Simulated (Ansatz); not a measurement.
# IrN₂ radical: geometry and frequencies at several levels

Wanted for IrN₂ radical: geometry and frequencies at several levels. Spin multiplicity 2.

Computed with Ansatz 0.2.0 (the levels named in each step, unless a step's input says otherwise).

### 1 The system as given

Bond lengths: N1–N2 1.138 Å, N2–Ir3 1.754 Å. Angles: N1–N2–Ir3 180.0°.

As a file:

```xyz
3

N     0.0000    0.0000   -1.3430
N     0.0000    0.0000   -0.2054
Ir    0.0000    0.0000    1.5484
```

### 2 A rough first relaxation, PBE-D4/def2-SVP

Contents of input.yaml:

```yaml
crystal:
  periodic: [false, false, false]
  atoms:
    - { symbol: "N", position_ang: [0.0, 0.0, -1.34298] }
    - { symbol: "N", position_ang: [0.0, 0.0, -0.20542] }
    - { symbol: Ir, position_ang: [0.0, 0.0, 1.54841] }
magnetization:
  spin_polarized: true
  initial_magnetization: 1
basis:
  gaussian: { orbitals: def2-SVP }
hamiltonian:
  xc: pbe
  dispersion: d4
relax:
  f_tol: 0.03
  max_steps: 200
```

On the command line:

```bash
$ ansatz run input.yaml --threads 2 --pin off --max-ram 5120MiB --backend cpu --events-out ev --progress --plain --runs-dir out
```

Further steps of the session: Relaxation, HF/def2-SVP; Frequencies, HF/def2-SVP; Relaxation, LDA/def2-SVP; Frequencies, LDA/def2-SVP; Relaxation, PBE-D4/def2-SVP; Frequencies, PBE-D4/def2-SVP.

Before running it: what results should come out? Wanted: N1–N2 at PBE-D4/def2-SVP; N2–Ir3 at PBE-D4/def2-SVP; frequencies at PBE-D4/def2-SVP.

**Answer**, as computed:

| quantity | value |
| --- | --- |
| N1–N2 at PBE-D4/def2-SVP | 1.141 Å |
| N2–Ir3 at PBE-D4/def2-SVP | 1.796 Å |
| frequencies at PBE-D4/def2-SVP | 379 to 2171 cm⁻¹ |

The N–N distance spreads over 0.066 Å, from HF/def2-SVP (shortest) to PBE-D4/def2-SVP. No mode is imaginary, so the geometry is a minimum. <S²> exceeds the pure value by up to 0.80: some mean fields break spin symmetry, which blurs their results. Heavy atoms carry effective core potentials in def2 sets, and spin-orbit coupling is left out.
